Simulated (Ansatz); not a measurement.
Lu₃Al, space group Pm-3m, a convergence test of the plane-wave cutoff

Computed with Ansatz's Python interface.

The cells in order, each with its output:

```python
import ansatz as az
```

```python
crystal = (
    az.Lattice.of([4.62655, 0.0, 0.0], [0.0, 4.62655, 0.0], [0.0, 0.0, 4.62655])
    .atom("Lu", [0.0, 0.5, 0.5])
    .atom("Lu", [0.5, 0.0, 0.5])
    .atom("Lu", [0.5, 0.5, 0.0])
    .atom("Al", [0.0, 0.0, 0.0])
)
```

```python
crystal.resolved().sites[-1]
```

    Site(symbol='Al', position=(0.0, 0.0, 0.0), moment=None, axis=None, held=None, saved=None)

```python
calc = crystal.calculation()
calc = calc.scf(algorithm="direct_min")
calc = calc.kpoints(5, center="monkhorst-pack")
calc = calc.mixing("msr1", ndim=4, beta=0.6)
calc = calc.occupations("fermi_dirac", width=0.01)
calc = calc.functional("lda").eigensolver("davidson", mixed_precision=False)
```

```python
rows = []
for value in [250, 300, 350, 400, 450]:
    summary = calc.basis(value).run(threads=1).report
    rows.append((value, summary["free_energy_ev"] / len(summary["lattice"]["sites"]), summary["n_iterations"], summary["n_pw"]))

print(" cutoff (eV)   F/atom (eV)    iterations   plane waves")
for row in rows:
    print(f"{str(row[0]):>12s}  {row[1]:12.5f}  {row[2]:12d}  {row[3]:12d}")
```

    DeckWarning: basis.ecutwfc = 250 eV is below the records' recommended 420 eV, and the density's cutoff is lower with it unless basis.ecutrho_ratio is high enough to keep the records' density cutoff: compare with a run at a higher cutoff
    DeckWarning: basis.ecutwfc = 300 eV is below the records' recommended 420 eV, and the density's cutoff is lower with it unless basis.ecutrho_ratio is high enough to keep the records' density cutoff: compare with a run at a higher cutoff
    DeckWarning: basis.ecutwfc = 350 eV is below the records' recommended 420 eV, and the density's cutoff is lower with it unless basis.ecutrho_ratio is high enough to keep the records' density cutoff: compare with a run at a higher cutoff
    DeckWarning: basis.ecutwfc = 400 eV is below the records' recommended 420 eV, and the density's cutoff is lower with it unless basis.ecutrho_ratio is high enough to keep the records' density cutoff: compare with a run at a higher cutoff
     cutoff (eV)   F/atom (eV)    iterations   plane waves
             250  -10997.47950             7           895
             300  -10998.10530             6          1189
             350  -10998.13748             7          1419
             400  -10998.14109             7          1791
             450  -10998.14217             6          2109

```python
# the last row is the reference
for row in rows[:-1]:
    shift = 1000 * (row[1] - rows[-1][1])
    print(f"{row[0]}: {shift:+.2f} meV/atom" + ("  (within 5 meV)" if abs(shift) < 5 else ""))
```

    250: +662.66 meV/atom
    300: +36.87 meV/atom
    350: +4.69 meV/atom  (within 5 meV)
    400: +1.08 meV/atom  (within 5 meV)

From 350 eV on it stays within 5 meV an atom of the value at 450 eV; the first row (250 eV) is off by 662.7 meV and the last but one by 1.08 meV. The energy falls steadily, as expected when plane waves are added. The last run costs about 2.0 times the first.

Notes:
- The mesh is modest for a metal, so energies can be off by several to tens of meV an atom and pressures by half a GPa or more; differences at equal mesh fare better.
- This cell is a computed structure, which may not be the phase found in nature.
- Warnings are shown shortened and without file and line.
- Shifts are counted from the last row, which is itself no proven limit.
- Hardware and time: 39 s on 1 thread of Arm Neoverse V2, with other jobs on the host, peak memory 0.48 GiB.
